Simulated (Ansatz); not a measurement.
# Zr2Cl: a trial structure relaxed

The task: take a trial cell of Zr2Cl to zero force and stress.

Computed with Ansatz 0.2.0 (DFT PBE, scalar-relativistic, plane waves, PAW, unless a step's input says otherwise).

2 further runs of the same task are left out: 1 that didn't finish, 1 set aside as unsound or not needed.

## (1) The structure to begin with

The structure is cubic, space group Fm-3m (No. 225). Conventional cell: a = 6.278 Å, b = 6.278 Å, c = 6.278 Å, α = 90.00°, β = 90.00°, γ = 90.00°. Around Zr (site symmetry -43m) lie 4 Cl at 2.72 Å. Cl (site symmetry m-3m) is surrounded by 8 Zr at 2.72 Å.

Coordinates:

```xyz
3
Lattice="0.0000 3.1388 3.1388 3.1388 0.0000 3.1388 3.1388 3.1388 0.0000" Properties=species:S:1:pos:R:3 pbc="T T T"
Zr    4.7082    4.7082    4.7082
Zr    1.5694    1.5694    1.5694
Cl    0.0000    0.0000    0.0000
```

Recipe of the guess: species swapped into a database cell of Li2S (Fm-3m, No. 225), with Zr on the Li sites and Cl on the S sites. The dimensions are guesses.

## (2) Probe: one point on a coarse mesh

Input file input.yaml:

```yaml
crystal:
  lattice:
    - [0.0, 3.13880128, 3.13880128]
    - [3.13880128, 0.0, 3.13880128]
    - [3.13880128, 3.13880128, 0.0]
  atoms:
    - { symbol: Zr, position: [0.75, 0.75, 0.75] }
    - { symbol: Zr, position: [0.25, 0.25, 0.25] }
    - { symbol: Cl, position: [0.0, 0.0, 0.0] }
basis:
  ecutwfc: 420
kpoints:
  mp_grid: { grid: [6, 6, 6] }
hamiltonian:
  xc: pbe
scf:
  occupations: { method: gaussian, width: 0.1 }
  lower_state_search: "off"
output:
  forces: true
  stress: true
  eigenvalues: true
```

The run is started by

```console
$ ansatz run input.yaml --threads 1 --pin off --max-ram 2560MiB --backend cpu --events-out ev --progress --plain --runs-dir out
```

Standard output, shortened:

```text
[...]
SCF converged after 6 iterations
Free energy (F): -9446.881137 eV
[...]
E sigma→0 (E₀):  -9446.872391 eV
Entropy (-TS):   -0.017492 eV (-5.831 meV/atom)
Fermi energy:    13.998305 eV
[...]
--- Forces (eV/Å), atoms counted from 1 ---
  atom   1  Zr     0.00000000     0.00000000     0.00000000
  atom   2  Zr     0.00000000     0.00000000     0.00000000
  atom   3  Cl    -0.00000000     0.00000000     0.00000000
[...]
--- Stress (GPa, compression-positive) ---
        0.563305      -0.000000       0.000000
        0.000000       0.563305       0.000000
       -0.000000       0.000000       0.563305
  P = ⅓ Tr σ = 0.5633 GPa (5.633 kbar)
--- Band table (eV; the first three rows and the last of 16) ---
  k-point 0: bands = ["-35.4713", "-35.2853", "-13.7144", "-13.7144", "-13.7144", "-13.2414", "-13.2414", "-13.2414", "-5.3712", "5.7031", "5.7031", "5.7031", "10.9950", "11.3848", "11.3848", "15.4206", "15.4206", "15.4206", "16.8085", "16.8085"]
[...]
```

Wall time 3.4 s (1 thread of Intel Xeon at 2.50GHz (Skylake/Cascade Lake), shared host); peak memory 0.34 GiB.

Read-out: pressure 0.6 GPa, largest force 0.00 eV/Å, gap on this mesh none (metal). The relaxation goes to the converged mesh at once.

## (3) Spin check on a coarse mesh

input.yaml: that of step 2 with these lines changed.

```diff
@@ -6,4 +6,4 @@
   atoms:
-    - { symbol: Zr, position: [0.75, 0.75, 0.75] }
-    - { symbol: Zr, position: [0.25, 0.25, 0.25] }
+    - { symbol: Zr, position: [0.75, 0.75, 0.75], spin: 1.0 }
+    - { symbol: Zr, position: [0.25, 0.25, 0.25], spin: 1.0 }
     - { symbol: Cl, position: [0.0, 0.0, 0.0] }
@@ -22 +22,4 @@
   eigenvalues: true
+  populations: true
+magnetization:
+  spin_polarized: true
```

The run is started by

```console
$ ansatz run input.yaml --threads 1 --pin off --max-ram 2560MiB --backend cpu --events-out ev --progress --plain --runs-dir out
```

Standard output, shortened:

```text
[...]
SCF converged after 13 iterations
Magnetization: 0.0000 μB (15.5000 up, 15.5000 down)
Absolute magnetization: 0.0000 μB (∫|ρ↑−ρ↓|, with the PAW one-centre terms)
Spin contamination: 0.0000 ħ² per cell (⟨S²⟩ above its minimum at these occupations)
Per-site moments (μB) at R_I (Å): [(1.9032938326661469e-6, 1.1212911789383337), (1.9032938327175838e-6, 1.121291178938334), (5.124649258959042e-7, 1.1212911789383337)]
Free energy (F): -9446.881137 eV
[...]
E sigma→0 (E₀):  -9446.872391 eV
Entropy (-TS):   -0.017492 eV (-5.831 meV/atom)
Fermi energy:    13.998302 eV
[...]
--- Forces (eV/Å), atoms counted from 1 ---
  atom   1  Zr     0.00000000     0.00000000     0.00000000
  atom   2  Zr    -0.00000000     0.00000000    -0.00000000
  atom   3  Cl    -0.00000000     0.00000000     0.00000000
[...]
--- Stress (GPa, compression-positive) ---
        0.563336      -0.000000      -0.000000
       -0.000000       0.563336       0.000000
       -0.000000       0.000000       0.563336
  P = ⅓ Tr σ = 0.5633 GPa (5.633 kbar)
--- Band table (eV; the first three rows and the last of 32) ---
  k-point 0 ↑: bands = ["-35.4713", "-35.2853", "-13.7144", "-13.7144", "-13.7144", "-13.2414", "-13.2414", "-13.2414", "-5.3712", "5.7031", "5.7031", "5.7031", "10.9950", "11.3848", "11.3848", "15.4206", "15.4206", "15.4206", "16.8085", "16.8085", "16.8085"]
[...]
--- Löwdin populations: 3 sites ---
  site symbol       q [e]    m [muB]
     0     Zr     11.9217     0.0000
     1     Zr     11.9217     0.0000
     2     Cl      6.8644     0.0000
  spilling = 0.009424 (of n_electrons = 31.000000)
```

Wall time 7.2 s (1 thread of Intel Xeon at 2.50GHz (Skylake/Cascade Lake), shared host); peak memory 0.36 GiB.

Per atom:

```
atom  Löwdin electrons
 Zr1             11.92
 Zr2             11.92
 Cl3              6.86
```

The Löwdin counts miss 0.29 of the 31 electrons, which the atomic orbitals do not span, so they are no charges.

The same cell is solved with trial moments on Zr. The largest site moment that stays is 0.00 μB and the cell's total 0.00 μB. The workflow keeps spin only above 0.25 μB on a site, so the next run goes without spin.

## (4) Full relaxation

Input file input.yaml:

```yaml
crystal:
  lattice:
    - [0.0, 3.13880128, 3.13880128]
    - [3.13880128, 0.0, 3.13880128]
    - [3.13880128, 3.13880128, 0.0]
  atoms:
    - { symbol: Zr, position: [0.75, 0.75, 0.75] }
    - { symbol: Zr, position: [0.25, 0.25, 0.25] }
    - { symbol: Cl, position: [0.0, 0.0, 0.0] }
basis:
  ecutwfc: 420
kpoints:
  mp_grid: { grid: [12, 12, 12] }
hamiltonian:
  xc: pbe
scf:
  occupations: { method: gaussian, width: 0.1 }
output:
  forces: true
  stress: true
  eigenvalues: true
relax:
  adjacent_minimum: "off"
  f_tol: 0.01
  max_steps: 80
  cell: { stress_tol: 0.05 }
```

The run is started by

```console
$ ansatz run input.yaml --threads 1 --pin off --max-ram 2560MiB --backend cpu --events-out ev --progress --plain --runs-dir out
```

Standard output:

```text
Warning: RAYON_NUM_THREADS=1 ignored (pool sized by the plan → 1); use --threads N
Engine: ansatz 0.2.0, x86_64-unknown-linux-gnu
Pseudopotentials: kind: paw
Pseudopotential: Zr, paw, valence charge 12, recommended cutoff 420 eV (normal), Zr.paw.azcp
Pseudopotential: Cl, paw, valence charge 7, recommended cutoff 420 eV (normal), Cl.paw.azcp
Functional definition: PBE
  parameter kappa = 0.804
  parameter beta = 0.06672455060314922
  exchange = pbe_x(kappa = kappa, mu = beta*pi^2/3)
  correlation = pbe_c(beta = beta)
Crystal: 3 atoms, lattice volume = 61.847 Å³
Basis set: ecut = 420 eV, 1243 PW (Γ), exchange–correlation on 60×60×60 points (8 copies of the dense FFT grid, shifted against one another)
Bands: 20, of which v1, the nominal top of the filled ones, is band 16 counted from 1 (15 counted from 0)
Symmetry: 48 space group operations
Space group: Fm-3m (ITA 225), of the structure as read, at distance tolerance 4.0e-5 Å
k-points: 72 of 1728
Non-local potential: Zr, projectors of the file, l = 0: 3, l = 1: 2, l = 2: 2, l = 3: 2
Non-local potential: Cl, projectors of the file, l = 0: 2, l = 1: 2, l = 2: 2
PAW form: soft (Blöchl's): semilocal exchange-correlation on the pseudo side does not see the compensation charge
PAW one-centre angular grid: Zr, 590 points (default); XC on 64 Gauss nodes
PAW one-centre angular grid: Cl, 110 points (default); XC on 64 Gauss nodes
Initial density: superposition of atomic densities (neutral atoms: chi_scale 0, normalization atom), corrected by the library's trained network
Initial wavefunctions: pseudopotential atomic-orbital guess
Functional: x = pbe(κ = 0.804, μ = 0.2195149727645171), c = pbe(β = 0.06672455060314922)
SCF iter   1: F=—  HF=-9446.908807 eV  |F-HF|=—  |Δ(HF+E_count)|=         —  Δρ=5.18e-3  dr2=7.13e-3  ethr=1.77e-3  ⟨swp⟩=5.0  Hψ=6348  notcnv=0
preconditioner: auto → Kerker (q_TF=auto, 2.432 Å⁻¹)  [metal: Δε(μ)=0.035 eV  Ē_g=5.673 eV  σ=0.100 eV  W_gap=0.20  n_scr=14 (ndim 8)  ℏωp=17.0 eV  f_vac=0.000  D(μ)=1.82/eV (n_scr^D=14)]
SCF iter   2: F=—  HF=-9446.908531 eV  |F-HF|=—  |Δ(HF+E_count)|=   2.76e-4  Δρ=3.11e-3  dr2=2.82e-3  ethr=2.30e-5  ⟨swp⟩=1.2  Hψ=2063  notcnv=0
SCF iter   3: F=—  HF=-9446.909406 eV  |F-HF|=—  |Δ(HF+E_count)|=   8.74e-4  Δρ=3.77e-4  dr2=6.64e-5  ethr=9.10e-6  ⟨swp⟩=2.0  Hψ=1560  notcnv=0
SCF iter   4: F=—  HF=-9446.909395 eV  |F-HF|=—  |Δ(HF+E_count)|=   1.10e-5  Δρ=9.41e-5  dr2=5.57e-6  ethr=2.14e-7  ⟨swp⟩=2.0  Hψ=2487  notcnv=0
SCF iter   5: F=—  HF=-9446.909395 eV  |F-HF|=—  |Δ(HF+E_count)|=   3.68e-7  Δρ=3.91e-5  dr2=9.56e-7  ethr=1.80e-8  ⟨swp⟩=2.0  Hψ=1597  notcnv=0
SCF iter   6: F=-9446.909395 eV  HF=-9446.909395 eV  |F-HF|=2.70e-8  |Δ(HF+E_count)|=   1.84e-7  Δρ=8.67e-6  dr2=6.18e-8  ethr=3.23e-10  ⟨swp⟩=3.4  Hψ=5711  notcnv=0
SCF 1 converged in 6 iterations: F = -9446.909395 eV  dr2 = 6.18e-8
relax step   1: F+E_penalty+E_count = -9446.90939481 eV  Δ(F+E_penalty+E_count) = +0.000e0 eV  max|allowed force component| = 5.782e-18 eV/Å  Δτ_max = 0.0000 Å  P = +0.313 GPa  Ω = 61.847 Å³  (6 SCF iters, dr2 threshold 1.00e-7 eV, accepted)
Crystal: 3 atoms, lattice volume = 62.237 Å³
Initial density: handed on by an earlier stage of this run
Initial wavefunctions: those handed on with the density
iter 1 solved again at ethr=1.03e-6 eV; its pass at ethr=3.10e-3 eV (dr2=3.18e-4 eV) is discarded
SCF iter   1: F=—  HF=-9446.909622 eV  |F-HF|=—  |Δ(HF+E_count)|=         —  Δρ=4.99e-4  dr2=3.12e-4  ethr=1.03e-6  ⟨swp⟩=2.7  Hψ=8250  notcnv=0
preconditioner: auto → Kerker (q_TF=auto, 2.429 Å⁻¹)  [metal: Δε(μ)=0.027 eV  Ē_g=5.660 eV  σ=0.100 eV  W_gap=0.15  n_scr=14 (ndim 8)  ℏωp=17.0 eV  f_vac=0.000  D(μ)=1.84/eV (n_scr^D=14)]
SCF iter   2: F=—  HF=-9446.909546 eV  |F-HF|=—  |Δ(HF+E_count)|=   7.66e-5  Δρ=2.32e-4  dr2=6.49e-5  ethr=1.01e-6  ⟨swp⟩=2.0  Hψ=1627  notcnv=0
SCF iter   3: F=—  HF=-9446.909507 eV  |F-HF|=—  |Δ(HF+E_count)|=   3.87e-5  Δρ=6.85e-5  dr2=2.46e-6  ethr=2.09e-7  ⟨swp⟩=2.0  Hψ=1893  notcnv=0
SCF iter   4: F=-9446.909507 eV  HF=-9446.909507 eV  |F-HF|=6.20e-9  |Δ(HF+E_count)|=   4.23e-7  Δρ=7.84e-6  dr2=2.87e-8  ethr=7.90e-10  ⟨swp⟩=5.4  Hψ=6546  notcnv=0
SCF 2 converged in 4 iterations: F = -9446.909507 eV  dr2 = 2.87e-8
relax step   2: F+E_penalty+E_count = -9446.90950663 eV  Δ(F+E_penalty+E_count) = -1.118e-4 eV  max|allowed force component| = 4.163e-17 eV/Å  Δτ_max = 0.0000 Å  P = -0.186 GPa  Ω = 62.237 Å³  energy of the carried Pulay correction = -3.880e-5 eV  (4 SCF iters, dr2 threshold 2.45e-7 eV, accepted)
Crystal: 3 atoms, lattice volume = 62.091 Å³
iter 1 solved again at ethr=1.38e-7 eV; its pass at ethr=3.10e-3 eV (dr2=4.27e-5 eV) is discarded
SCF iter   1: F=—  HF=-9446.909642 eV  |F-HF|=—  |Δ(HF+E_count)|=         —  Δρ=1.86e-4  dr2=4.21e-5  ethr=1.38e-7  ⟨swp⟩=2.7  Hψ=8275  notcnv=0
preconditioner: auto → Kerker (q_TF=auto, 2.430 Å⁻¹)  [metal: Δε(μ)=0.032 eV  Ē_g=5.660 eV  σ=0.100 eV  W_gap=0.18  n_scr=14 (ndim 8)  ℏωp=17.0 eV  f_vac=0.000  D(μ)=1.83/eV (n_scr^D=14)]
SCF iter   2: F=—  HF=-9446.909609 eV  |F-HF|=—  |Δ(HF+E_count)|=   3.24e-5  Δρ=8.61e-5  dr2=8.66e-6  ethr=1.36e-7  ⟨swp⟩=2.0  Hψ=1634  notcnv=0
SCF iter   3: F=—  HF=-9446.909607 eV  |F-HF|=—  |Δ(HF+E_count)|=   2.43e-6  Δρ=2.42e-5  dr2=2.92e-7  ethr=2.79e-8  ⟨swp⟩=2.0  Hψ=1904  notcnv=0
SCF iter   4: F=-9446.909607 eV  HF=-9446.909607 eV  |F-HF|=5.09e-11  |Δ(HF+E_count)|=   5.10e-8  Δρ=2.84e-6  dr2=4.42e-9  ethr=2.80e-10  ⟨swp⟩=4.1  Hψ=5175  notcnv=0
SCF 3 converged in 4 iterations: F = -9446.909607 eV  dr2 = 4.42e-9
relax step   3: F+E_penalty+E_count = -9446.90960670 eV  Δ(F+E_penalty+E_count) = -1.001e-4 eV  max|allowed force component| = 3.701e-17 eV/Å  Δτ_max = 0.0000 Å  P = -0.001 GPa  Ω = 62.091 Å³  energy of the carried Pulay correction = -2.429e-5 eV  (4 SCF iters, dr2 threshold 8.68e-8 eV, accepted)
Initial wavefunctions: pseudopotential atomic-orbital guess (no wavefunctions were taken with the density)
iter 1 solved again at ethr=3.41e-8 eV; its pass at ethr=3.10e-3 eV (dr2=1.06e-5 eV) is discarded
SCF iter   1: F=—  HF=-9446.909657 eV  |F-HF|=—  |Δ(HF+E_count)|=         —  Δρ=4.48e-6  dr2=4.55e-9  ethr=3.41e-8  ⟨swp⟩=3.2  Hψ=10949  notcnv=0
preconditioner: auto → Kerker (q_TF=auto, 2.430 Å⁻¹)  [metal: Δε(μ)=0.032 eV  Ē_g=5.663 eV  σ=0.100 eV  W_gap=0.18  n_scr=14 (ndim 8)  ℏωp=17.0 eV  f_vac=0.000  D(μ)=1.83/eV (n_scr^D=14)]
SCF iter   2: F=—  HF=-9446.909634 eV  |F-HF|=—  |Δ(HF+E_count)|=   2.31e-5  Δρ=2.78e-6  dr2=2.44e-9  ethr=1.47e-11  ⟨swp⟩=2.7  Hψ=2733  notcnv=0
SCF iter   3: F=—  HF=-9446.909634 eV  |F-HF|=—  |Δ(HF+E_count)|=   1.66e-9  Δρ=8.46e-7  dr2=2.93e-10  ethr=7.88e-12  ⟨swp⟩=2.0  Hψ=1966  notcnv=0
SCF iter   4: F=—  HF=-9446.909634 eV  |F-HF|=—  |Δ(HF+E_count)|=  2.73e-11  Δρ=4.93e-7  dr2=8.14e-11  ethr=1.00e-12  ⟨swp⟩=1.0  Hψ=1440  notcnv=0
SCF iter   5: F=-9446.909634 eV  HF=-9446.909634 eV  |F-HF|=1.82e-12  |Δ(HF+E_count)|=  4.73e-11  Δρ=1.30e-7  dr2=4.06e-12  ethr=1.00e-12  ⟨swp⟩=5.2  Hψ=5671  notcnv=0
SCF 4 converged in 5 iterations: F = -9446.909634 eV  dr2 = 4.06e-12
relax step   4: F+E_penalty+E_count = -9446.90963413 eV  Δ(F+E_penalty+E_count) = -2.743e-5 eV  max|allowed force component| = 4.240e-17 eV/Å  Δτ_max = 0.0000 Å  P = -0.001 GPa  Ω = 62.091 Å³  stress off target by 1.07e-3 GPa  SCF on the basis re-selected at this cell (its energy is not comparable with the rows above)  (5 SCF iters)
basis re-selected at this cell: Δ(F+E_penalty+E_count) = -2.743e-5 eV, ΔP = +0.000 GPa vs the last step (what re-selecting the basis moved, of the pressure what is left beyond the Pulay correction that the steps carried, after the strain that the cell walked since its last selection, with what the two solves' SCF thresholds leave and, on support functions, any second-order correction that the steps lacked; it is no measure of the basis error at this ecutwfc). This SCF's stress stands 1.07e-3 GPa from its target on what of the cell is left free (relax.cell.stress_tol is 5.00e-2 GPa) and its largest allowed force component is 4.24e-17 eV/Å (relax.f_tol is 1.00e-2 eV/Å): within both
SCF converged after 5 iterations
Free energy (F): -9446.909634 eV
Harris-Foulkes:  -9446.909634 eV  (|F-HF|=1.82e-12)
Internal energy: -9446.900484 eV  (E = F + TS)
E sigma→0 (E₀):  -9446.905059 eV
Entropy (-TS):   -0.009150 eV (-3.050 meV/atom)
Fermi energy:    13.888836 eV
--- Per-component energies (eV) ---
  E_band       = -191.951466
  E_kinetic    = 832.559186
  E_local      = -1515.175800  (includes V_loc(G=0)·N_el)
  E_nonlocal   = 191.410188
  E_hartree    = 481.686650
  E_xc         = -431.210605
  E_vxc        = -505.304608  (∫ρ·V_xc dr)
  E_paw        = -6568.298472  (= ΣΔE_a)
  E_vpaw       = -158.813867  (= ΣTr[D̂ρ^β])
  E_aug_tail   = 0.000139  (compensation charges beyond the density's cutoff)
  E_ewald      = -2437.871770
  E_smearing   = -0.009150  (= −TS)
  E_closure    = -0.000000  (closes the sum)
  Σ components = -9446.909634   (vs F -9446.909634, Δ=0.00e0)
--- Forces (eV/Å), atoms counted from 1 ---
  atom   1  Zr     0.00000000     0.00000000     0.00000000
  atom   2  Zr    -0.00000000    -0.00000000    -0.00000000
  atom   3  Cl    -0.00000000     0.00000000     0.00000000
  max |Σ_I F_I| component: 9.25e-18 eV/Å
--- Stress (GPa, compression-positive) ---
       -0.001069      -0.000000       0.000000
       -0.000000      -0.001069      -0.000000
        0.000000      -0.000000      -0.001069
  P = ⅓ Tr σ = -0.0011 GPa (-0.011 kbar)
--- Band table (eV; the first three rows and the last of 72) ---
  k-point 0: bands = ["-35.5183", "-35.3352", "-13.7594", "-13.7594", "-13.7594", "-13.2917", "-13.2917", "-13.2917", "-5.4330", "5.6533", "5.6533", "5.6533", "10.9237", "11.3475", "11.3475", "15.3511", "15.3511", "15.3511", "16.7486", "16.7486"]
  k-point 1: bands = ["-35.5151", "-35.3382", "-13.7549", "-13.7525", "-13.7525", "-13.3068", "-13.3007", "-13.3007", "-5.4137", "5.6388", "5.6762", "5.6762", "11.1073", "11.4135", "11.4135", "14.9928", "15.2924", "15.2924", "16.7604", "16.7604"]
  k-point 2: bands = ["-35.5057", "-35.3471", "-13.7417", "-13.7318", "-13.7318", "-13.3488", "-13.3268", "-13.3268", "-5.3619", "5.6151", "5.7399", "5.7399", "11.5992", "11.6099", "11.6099", "14.4202", "15.1168", "15.1168", "16.7763", "16.7763"]
  k-point 71: bands = ["-35.4243", "-35.4243", "-13.9830", "-13.9037", "-13.5509", "-13.5509", "-13.1983", "-13.1914", "-5.0982", "5.8117", "5.8117", "6.3297", "11.4322", "12.4842", "12.4842", "14.3295", "14.4656", "14.4656", "15.4077", "16.4531"]
--- Relaxed structure (3 steps of the walk, 3 accepted, 1 SCFs on fresh bases) ---
  F+E_penalty+E_count = -9446.90963413 eV   max|allowed force component| = 4.240e-17 eV/Å   (the final SCF, on the basis selected at the relaxed cell)
  cell:  # Å, volume = 62.0909 Å³
    - [-2.547686016447794e-35, 3.142914621988974, 3.142914621988974]
    - [3.142914621988974, -1.9585336251442426e-34, 3.142914621988974]
    - [3.142914621988974, 3.142914621988974, -4.299220152755655e-35]
  atoms:
    - { symbol: Zr, position: [0.75, 0.75, 0.75] }
    - { symbol: Zr, position: [0.25, 0.25, 0.25] }
    - { symbol: Cl, position: [1.292156099697551e-34, -1.102540447804588e-34, -1.4583361092217208e-34] }
```

It took 38 s on 1 thread of Intel Xeon at 2.50GHz (Skylake/Cascade Lake), shared host; peak memory 0.41 GiB.

Relaxation path:

| step | E - E(step 1) (eV/cell) | largest force component (eV/Å) | pressure (GPa) | volume (Å³) |
| --- | --- | --- | --- | --- |
| 1 | 0.0000 | 0.0000 | 0.31 | 61.85 |
| 2 | -0.0001 | 0.0000 | -0.19 | 62.24 |
| 3 | -0.0002 | 0.0000 | 0.00 | 62.09 |
| 4 | -0.0002 | 0.0000 | 0.00 | 62.09 |

Step 1 is the start. Step 4 repeats the geometry before it on a plane-wave basis chosen anew for that cell, so its energy need not be comparable with the rows above.

Lengths and angles in the start's conventional setting:

|  | before | after | change |
| --- | --- | --- | --- |
| a (Å) | 6.278 | 6.286 | +0.1 % |
| b (Å) | 6.278 | 6.286 | +0.1 % |
| c (Å) | 6.278 | 6.286 | +0.1 % |
| volume (Å³/atom) | 20.62 | 20.70 | +0.4 % |
| shortest distance (Å) | 2.718 | 2.722 | +0.1 % |
| space group (0.01 Å) | Fm-3m | Fm-3m | same |

Forces and stress were held to the start's 48 operations: a distortion of lower symmetry was not tested.

## (5) Summary of results

| quantity | value |
| --- | --- |
| symmetry at the end (tolerance 0.05 Å) | space group Fm-3m (No. 225) |
| conventional cell | a = 6.286 Å, b = 6.286 Å, c = 6.286 Å, α = 90.00°, β = 90.00°, γ = 90.00° |
| volume | 20.70 Å³/atom |
| energy over the elements (uncorrected; H, N, O, F and Cl as molecules) | +0.07 eV/atom |
| gap on the mesh | none (metal) |

**Reading.** The space group Fm-3m (No. 225) is kept, at nearly the size of the first guess. The formation energy is positive, so the separate elements lie lower. No finished test with a distortion of lower symmetry is shown, so the end may be a saddle point. A spin-polarised run here lost its starting moments, which speaks against magnetism, though one start doesn't rule it out. Other magnetic orders were not searched.
